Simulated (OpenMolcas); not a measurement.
# Cu³⁺ among point charges: CASSCF and CASPT2 levels and susceptibility

Aim: the splitting of the states of Cu³⁺ in the field of 3 point charges, its lowest levels with spin-orbit coupling and its magnetic susceptibility.

The numbers are computed with OpenMolcas 26.06 (state-averaged CASSCF and CASPT2, spin-orbit coupling by RASSI with atomic mean-field integrals), except any that are marked as measured or tabulated.

## 1. What is computed

| Item | Value |
| --- | --- |
| Species | Cu³⁺ (copper, Z = 29, 26 electrons) |
| Basis | ANO-RCC-VTZP [6s5p3d2f1g], 59 functions |
| Scalar Hamiltonian | DKH2, point nucleus |
| Inactive shells | 1s 2s 2p 3s 3p |
| Active space | 8 electrons in 5 orbitals (3d) |
| Some configurations of this space | 3d⁸ |
| Orbitals | optimised for each spin and parity, averaged over all roots |

The outer shells:

3d8
```
3d [↑↓][↑↓][↑↓][↑ ][↑ ]
```

The ion sits among 3 point charges of -2 e arranged as a planar triangle (D3h), 1.82 Å from the ion.

The work runs as a chain of OpenMolcas steps in one folder; each step below is one input file. Labels, J, g values, rates, χT and fits are worked out afterwards by a script from the matrices that RASSI stores.

## 2. Basis and integrals

a.inp reads:

```
&GATEWAY
Coord
1

Cu 0.0 0.0 0.0
Basis=ANO-RCC-VTZP
Group=NoSym
NoMove
AngMom=0.0 0.0 0.0
AMFI
XField
3 Angstrom 0
1.820000 0.000000 0.000000 -2.000000
-0.910000 1.576166 0.000000 -2.000000
-0.910000 -1.576166 0.000000 -2.000000
&SEWARD
```

Run with:

```console
$ OMP_NUM_THREADS=1 MOLCAS_MEM=1689 MOLCAS_PROJECT=a pymolcas a.inp > a.log
```

The program printed:

```text
Basis set label: CU.ANO-RCC...6S5P3D2F1G.

      Electronic valence basis set:
      ------------------
      Associated Effective Charge  29.000000 au
      Associated Actual Charge     29.000000 au
      Nuclear Model: Point charge

      Shell  nPrim  nBasis  Cartesian Spherical Contaminant
         s      21       6        X
         p      15       5        X
         d      10       3                 X
         f       6       2                 X
         g       4       1                 X
                  Relativistic Douglas-Kroll-Hess integrals:
                    - DKH order of Hamiltonian: 2
                    - DKH order of Properties : 0
                  Atomic mean-field integrals
```

## 3. CASSCF: triplets, 10 roots

a.inp reads:

```
&RASSCF
FileOrb=start.orb
Symmetry=1
Spin=3
nActEl=8 0 0
Inactive=9
Ras2=5
CIRoot=10 10 1
SDav=10
CIMx=300
Iter=120 100
PrWF=0.3
OrbListing=Nothing
MaxOrb=0
>>> COPY $Project.JobIph JOB001
```

start.orb holds the contracted functions of the basis, ordered by shell, or the orbitals of the step before.

The program printed (excerpt; [...] marks lines left out):

```text
[...]
      Number of active orbitals                  5
[...]
      Spin quantum number                      1.0
[...]
      Active orbitals                            5
[...]
      Number of CSFs                            10
      Number of root(s) required                10
[...]
      Convergence after 10 iterations
[...]
      Natural orbitals and occupation numbers for root  1
      sym 1:   1.500000   1.500000   2.000000   1.500000   1.500000
      Natural orbitals and occupation numbers for root  2
      sym 1:   1.500000   1.500000   2.000000   1.500000   1.500000
      Natural orbitals and occupation numbers for root  3
      sym 1:   1.000000   2.000000   1.000000   2.000000   2.000000
::    RASSCF root number  1 Total energy:  -1656.23726603
::    RASSCF root number  2 Total energy:  -1656.23726390
::    RASSCF root number  3 Total energy:  -1656.22926792
[...]
::    RASSCF root number  7 Total energy:  -1656.22450088
::    RASSCF root number  8 Total energy:  -1656.14448695
::    RASSCF root number  9 Total energy:  -1656.10880005
::    RASSCF root number 10 Total energy:  -1656.10880005
```

## 4. Reference wave functions, singlets, 15 roots

a.inp reads:

```
&RASSCF
FileOrb=start.orb
Symmetry=1
Spin=1
nActEl=8 0 0
Inactive=9
Ras2=5
CIRoot=15 15 1
SDav=15
CIMx=300
Iter=120 100
PrWF=0.3
OrbListing=Nothing
MaxOrb=0
>>> COPY $Project.JobIph JOB002
```

The program printed (excerpt; [...] marks lines left out):

```text
[...]
      Number of active orbitals                  5
[...]
      Spin quantum number                      0.0
[...]
      Active orbitals                            5
[...]
      Number of CSFs                            15
      Number of root(s) required                15
[...]
      Convergence after  7 iterations
[...]
      Natural orbitals and occupation numbers for root  1
      sym 1:   1.846153   1.846152   1.726357   1.290669   1.290669
      Natural orbitals and occupation numbers for root  2
      sym 1:   1.475313   2.000000   1.524687   1.524687   1.475313
      Natural orbitals and occupation numbers for root  3
      sym 1:   1.524687   1.475313   2.000000   1.524687   1.475313
::    RASSCF root number  1 Total energy:  -1656.15882545
::    RASSCF root number  2 Total energy:  -1656.14932037
::    RASSCF root number  3 Total energy:  -1656.14932037
[...]
::    RASSCF root number 12 Total energy:  -1656.07034196
::    RASSCF root number 13 Total energy:  -1656.07034196
::    RASSCF root number 14 Total energy:  -1656.06672970
::    RASSCF root number 15 Total energy:  -1655.89772988
```

## 5. State interaction with spin-orbit coupling

a.inp reads:

```
&RASSI
NrOfJobIphs=2 10 15
1 2 3 4 5 6 7 8 9 10
1 2 3 4 5 6 7 8 9 10 11 12 13 14 15
IphNames
JOB001
JOB002
EJob
SpinOrbit
DIPRint=1.0
SOCoupling=1000.0
Subsets=2
Property=9
'ANGMOM' 1 'ANGMOM' 2 'ANGMOM' 3 'MLTPL  1' 1 'MLTPL  1' 2 'MLTPL  1' 3
'AMFI' 1 'AMFI' 2 'AMFI' 3
SOProperty=3
'ANGMOM' 1 'ANGMOM' 2 'ANGMOM' 3
```

Run with:

```console
$ OMP_NUM_THREADS=1 MOLCAS_MEM=1689 MOLCAS_PROJECT=a pymolcas a.inp > a.log
```

The program printed (excerpt; [...] marks lines left out):

```text
SPIN-FREE ENERGIES:
  (Shifted by EMIN (a.u.) =      -1656.2372660348)
 SF State       Relative EMIN(au)   Rel lowest level(eV)    D:o, cm**(-1)      L_eff
     1             0.0000000000        0.0000000000              0.0000         3.0
     2             0.0000021304        0.0000579707              0.4676         3.0
     3             0.0079981175        0.2176398656           1755.3839         3.0
     4             0.0079981197        0.2176399234           1755.3844         3.0
     5             0.0107352880        0.2921220691           2356.1234         2.8
     6             0.0127651515        0.3473574670           2801.6269         3.0
     7             0.0127651524        0.3473574928           2801.6271         3.0
    11             0.0784405880        2.1344771384          17215.7191         2.0
    12             0.0879456658        2.3931234799          19301.8426         2.1
    13             0.0879456665        2.3931234991          19301.8427         2.1
[...]
Eigenvalues of complex Hamiltonian:
   -----------------------------------
  (Shifted by EMIN (a.u.) =      -1656.2372660348)
 SO State       Relative EMIN(au)   Rel lowest level(eV)    D:o, cm**(-1)     J-value
     1            -0.0063216175        0.0000000000              0.0000         1.6
     2            -0.0063216175        0.0000000000              0.0000         1.6
     3            -0.0021608836        0.1132193383            913.1755         2.6
     4            -0.0021593426        0.1132612698            913.5137         2.6
     5             0.0022776361        0.2339976132           1887.3180         3.1
     6             0.0022776380        0.2339976634           1887.3184         3.1
     7             0.0053359751        0.3172192556           2558.5458         3.8
     8             0.0053359761        0.3172192816           2558.5461         3.8
     9             0.0055471344        0.3229651939           2604.8900         3.9
    10             0.0058917979        0.3323439640           2680.5348         1.8
    11             0.0058923534        0.3323590801           2680.6568         1.8
[...]
```

These steps: 5.3 s of run time, 1 thread, shared host.

Spin-free states, with their symmetry labels:

| state | degeneracy | E (cm-1) | free-ion L (%) |
| --- | --- | --- | --- |
| 3A1 | 1 | 0 | F (100) |
| 3A2 | 1 | 0 | F (100) |
| 3E | 2 | 1755 | F (100) |
| 3A2 | 1 | 2356 | F (90) |
| 3E | 2 | 2802 | F (97) |
| 1A1 | 1 | 17216 | D (97) |
| 1E | 2 | 19302 | D (97) |
| 3A2 | 1 | 20363 | P (90) |
| 1E | 2 | 22208 | D (96) |
| 1E | 2 | 22537 | G (100) |
| 3E | 2 | 28195 | P (97) |
| 1A1 | 1 | 29133 | G (100) |
| 1A2 | 1 | 29141 | G (100) |
| 1E | 2 | 34111 | G (96) |
| 1E | 2 | 36636 | G (97) |
| 1A1 | 1 | 37428 | G (98) |
| 1A1 | 1 | 74520 | S (99) |

With spin-orbit coupling:

```csv
E (cm-1),Degeneracy,Label,2S+1,g
0.0,2,E,3,0.00 0.00 10.00
913.2,1,A2,3,
913.5,1,A1,3,
1887,2,E,3,0.00 0.00 3.47
2559,2,E,3,0.00 0.00 2.34
2605,1,A1,3,
2681,1,A2,3,
2681,1,A1,3,
3056,2,E,3,0.00 0.00 3.54
3897,2,E,3,0.00 0.00 1.71
4554,2,E,3,0.00 0.00 4.98
4649,1,A2,3,
5376,2,E,3,0.00 0.00 1.96
5568,1,A1,3,
18532,1,A1,1,
20090,2,E,1,0.00 0.00 2.57
21910,1,A1,3,
22395,2,E,3,0.00 0.00 3.42
23404,2,E,1,0.00 0.00 4.09
23958,2,E,1,0.00 0.00 7.99
29396,2,E,3,0.00 0.00 5.90
29658,2,E,3,0.00 0.00 2.00
30032,1,A2,3,
30033,1,A1,3,
```

Labels of spin-orbit levels are those of the rotation subgroup (D3 for D3h). Principal g values are given for doublets only; a zero marks a field direction without first-order Zeeman splitting.

Powder χT (cm³ K/mol): 3.13 at 2 K, 3.13 at 5 K, 3.14 at 10 K, 3.15 at 20 K, 3.19 at 50 K, 3.26 at 100 K, 3.32 at 150 K, 3.38 at 200 K, 3.44 at 250 K, 3.49 at 300 K.

Orbitals of the lowest block (energies include the constant potential of the surroundings):

| shell | space | energy (hartree) | mean occupation | ⟨r²⟩ (bohr²) |
| --- | --- | --- | --- | --- |
| 1s | inactive | -332.4912 | 2.000 | 0.00362 |
| 2s | inactive | -41.7197 | 2.000 | 0.0646 |
| 2p | inactive | -35.8631 | 6.000 | 0.0521 |
| 3s | inactive | -5.1540 | 2.000 | 0.573 |
| 3p | inactive | -3.3358 | 6.000 | 0.639 |
| 3d | RAS2 |  | 8.000 | 0.914 |

## 6. CASPT2: IPEA 0.25, imaginary shift 0.1 (closed shells correlated: 3s 3p)

a.inp reads:

```
>>> COPY JOB001 $Project.JobIph
&CASPT2
Multistate=10 1 2 3 4 5 6 7 8 9 10
NoMult
Frozen=5
IPEA=0.25
Imaginary=0.1
MaxIter=60
WThr=0.0 0.3 0.05
PrWF=0.5
NoMix
>>> COPY JOB002 $Project.JobIph
&CASPT2
Multistate=15 1 2 3 4 5 6 7 8 9 10 11 12 13 14 15
NoMult
Frozen=5
IPEA=0.25
Imaginary=0.1
MaxIter=60
WThr=0.0 0.3 0.05
PrWF=0.5
NoMix
```

The program printed (excerpt; [...] marks lines left out):

```text
[...]
      Active orbitals                            5
[...]
      E2 (Variational):          -0.6112254705
      Total energy:           -1656.8484915053
[...]
::    CASPT2 Root  1     Total energy:  -1656.84849151
::    CASPT2 Root  2     Total energy:  -1656.84848042
[...]
::    CASPT2 Root 12     Total energy:  -1656.69061984
::    CASPT2 Root 13     Total energy:  -1656.69061972
::    CASPT2 Root 14     Total energy:  -1656.68723101
::    CASPT2 Root 15     Total energy:  -1656.55690796
```

Time for this run: 5.4 s (1 thread, shared host).

SS-CASPT2: lowest energy less the reference's lowest, -0.6112 hartree; reference weights 0.942 to 0.950.

Spin-free states, with their symmetry labels:

| state | degeneracy | E (cm-1) | free-ion L (%) |
| --- | --- | --- | --- |
| 3A1 | 1 | 0 | F (100) |
| 3A2 | 1 | 2 | F (100) |
| 3A2 | 1 | 1995 | F (90) |
| 3E | 2 | 2765 | F (97) |
| 3E | 2 | 2819 | F (100) |
| 1A1 | 1 | 13592 | D (97) |
| 1E | 2 | 15775 | D (97) |
| 3A2 | 1 | 16948 | P (90) |
| 1E | 2 | 19264 | D (96) |
| 1E | 2 | 19946 | G (100) |
| 3E | 2 | 25271 | P (97) |
| 1A1 | 1 | 25906 | G (100) |
| 1A2 | 1 | 25911 | G (100) |
| 1E | 2 | 31373 | G (96) |
| 1E | 2 | 34649 | G (97) |
| 1A1 | 1 | 35393 | G (98) |
| 1A1 | 1 | 63995 | S (99) |

With spin-orbit coupling:

| E (cm-1) | Degeneracy | Label | 2S+1 | g |
| --- | --- | --- | --- | --- |
| 0 | 2 | E | 3 | 0.00 0.00 10.00 |
| 1100 | 1 | A2 | 3 |  |
| 1100 | 1 | A1 | 3 |  |
| 2240 | 2 | E | 3 | 0.00 0.00 2.90 |
| 2340 | 1 | A1 | 3 |  |
| 2490 | 2 | E | 3 | 0.00 0.00 3.00 |
| 3190 | 2 | E | 3 | 0.00 0.00 4.58 |
| 3560 | 1 | A2 | 3 |  |
| 3560 | 1 | A1 | 3 |  |
| 4270 | 2 | E | 3 | 0.00 0.00 2.07 |
| 4620 | 1 | A2 | 3 |  |
| 5080 | 2 | E | 3 | 0.00 0.00 4.52 |
| 5370 | 1 | A1 | 3 |  |
| 5710 | 2 | E | 3 | 0.00 0.00 0.94 |
| 14990 | 1 | A1 | 1 |  |
| 16630 | 2 | E | 1 | 0.00 0.00 2.54 |
| 18490 | 1 | A1 | 3 |  |
| 18970 | 2 | E | 3 | 0.00 0.00 3.44 |
| 20480 | 2 | E | 1 | 0.00 0.00 4.08 |
| 21370 | 2 | E | 1 | 0.00 0.00 7.99 |
| 26480 | 2 | E | 3 | 0.00 0.00 5.90 |
| 26730 | 2 | E | 3 | 0.00 0.00 2.00 |
| 27090 | 1 | A1 | 3 |  |
| 27110 | 1 | A2 | 3 |  |

Powder χT (cm³ K/mol): 3.13 at 2 K, 3.13 at 5 K, 3.13 at 10 K, 3.14 at 20 K, 3.18 at 50 K, 3.23 at 100 K, 3.28 at 150 K, 3.32 at 200 K, 3.37 at 250 K, 3.42 at 300 K.

## 7. The methods side by side

A. CASSCF
B. SS-CASPT2, IPEA 0.25, imaginary shift 0.1 (closed shells correlated: 3s 3p)

| method | ground state | first state of that spin (cm-1) | first gap with spin-orbit (cm-1) | χT at 300 K |
| --- | --- | --- | --- | --- |
| A | 3A1 | 3A2 0.4676 | 913.2 | 3.49 |
| B | 3A1 | 3A2 2.434 | 1102.1 | 3.42 |

## 8. Summary of results

| quantity | value |
| --- | --- |
| method | SS-CASPT2, IPEA 0.25, imaginary shift 0.1 (closed shells correlated: 3s 3p) |
| spin-free ground state | 3A1, 1-fold in its orbital part |
| first state of the same spin within the active space | 3A2 at 2.43 cm⁻¹ |
| lowest level | 2-fold E, g = 0.00, 0.00, 10.00 |
| next level | 1102.1 cm⁻¹ |
| χT at 300 K | 3.42 cm³ K/mol |
| effective moment at 300 K | 5.23 μB |

Cost by method:

| method | time of its own steps | time with the reference |
| --- | --- | --- |
| A. CASSCF | 5.3 s | 5.3 s |
| B. SS-CASPT2, IPEA 0.25, imaginary shift 0.1, +3s 3p | 5.4 s | 11 s |

Times are of one thread on a shared host.

The spin-free ground state (3A1) comes to 100 % from free-ion F terms and keeps the highest spin of the shell. χT at 300 K is 3.42, against 1.00 cm³ K/mol for the spin alone, so orbital moment adds to it. CASPT2 does not keep the components of a term degenerate, and the means are used. The field of point charges can differ much from that of real complexes. Point charges carry no covalency, so the field is a model and not that of real ligands.
